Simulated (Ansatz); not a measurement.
# C4HF7O: the cost of one run

Method: the settings change from run to run; program: Ansatz 0.2.0, Gaussian basis.

## Step 1: The molecule

The structure was relaxed beforehand with PBE0-D4 in a triple-zeta def2 set.

13 atoms, charge 0, spin multiplicity 1.

Atoms are counted from 1 here; the program's logs count them from 0.

Bond lengths: F1–C2 1.349 Å, C2–O3 1.395 Å, C2–C10 1.553 Å, C2–H13 1.091 Å, O3–C4 1.375 Å, C4–F5 1.322 Å, C4–F6 1.339 Å, C4–C7 1.547 Å, C7–F8 1.328 Å, C7–F9 1.338 Å, C7–C10 1.554 Å, C10–F11 1.332 Å, C10–F12 1.339 Å. Angles: F1–C2–O3 110.4°, F1–C2–C10 110.5°, F1–C2–H13 109.0°, O3–C2–C10 106.4°, O3–C2–H13 108.5°, C10–C2–H13 112.0°, C2–O3–C4 111.5°, O3–C4–F5 108.6°, O3–C4–F6 111.4°, O3–C4–C7 104.9°, F5–C4–F6 108.4°, F5–C4–C7 113.4°, F6–C4–C7 110.0°, C4–C7–F8 113.4°, C4–C7–F9 108.9°, C4–C7–C10 101.9°, F8–C7–F9 109.4°, F8–C7–C10 113.2° and more.

As a file:

```xyz
13

F    -0.1662   -0.3495   -2.3011
C    -0.7050    0.1335   -1.1622
O    -0.0046    1.2615   -0.7333
C     0.9190    0.9440    0.2347
F     1.1768    2.0287    0.9447
F     2.0643    0.5095   -0.3053
C     0.2584   -0.1870    1.0580
F     1.1355   -0.9856    1.6560
F    -0.5440    0.3598    1.9781
C    -0.5925   -0.9127   -0.0204
F     0.0244   -2.0208   -0.4272
F    -1.8059   -1.2367    0.4448
H    -1.7398    0.4207   -1.3522
```

## Step 2: LC-wPBE/6-31G

File in.yaml:

```yaml
crystal:
  periodic: [false, false, false]
  atoms:
    - {symbol: F, position_ang: [-0.166235, -0.349537, -2.301075]}
    - {symbol: C, position_ang: [-0.705029, 0.133477, -1.162159]}
    - {symbol: O, position_ang: [-0.004563, 1.261536, -0.733350]}
    - {symbol: C, position_ang: [0.918969, 0.943998, 0.234678]}
    - {symbol: F, position_ang: [1.176827, 2.028673, 0.944734]}
    - {symbol: F, position_ang: [2.064272, 0.509527, -0.305348]}
    - {symbol: C, position_ang: [0.258393, -0.187041, 1.058044]}
    - {symbol: F, position_ang: [1.135473, -0.985617, 1.655954]}
    - {symbol: F, position_ang: [-0.543984, 0.359841, 1.978097]}
    - {symbol: C, position_ang: [-0.592500, -0.912731, -0.020376]}
    - {symbol: F, position_ang: [0.024445, -2.020789, -0.427211]}
    - {symbol: F, position_ang: [-1.805880, -1.236722, 0.444783]}
    - {symbol: H, position_ang: [-1.739786, 0.420684, -1.352170]}
basis:
  gaussian: {orbitals: 6-31G}
hamiltonian: {xc: {name: LC-wPBE}}
output: {forces: true}
```

Started as:

```sh
ansatz run in.yaml --threads 4 --pin off --events-out ev --progress --plain --max-ram 46080MiB --backend cpu
```

**Question.** How long does this run take on 4 threads of AMD EPYC 7R13, shared host, and how much memory does it need?

About 3.3 s, with a peak of 0.3 GiB.
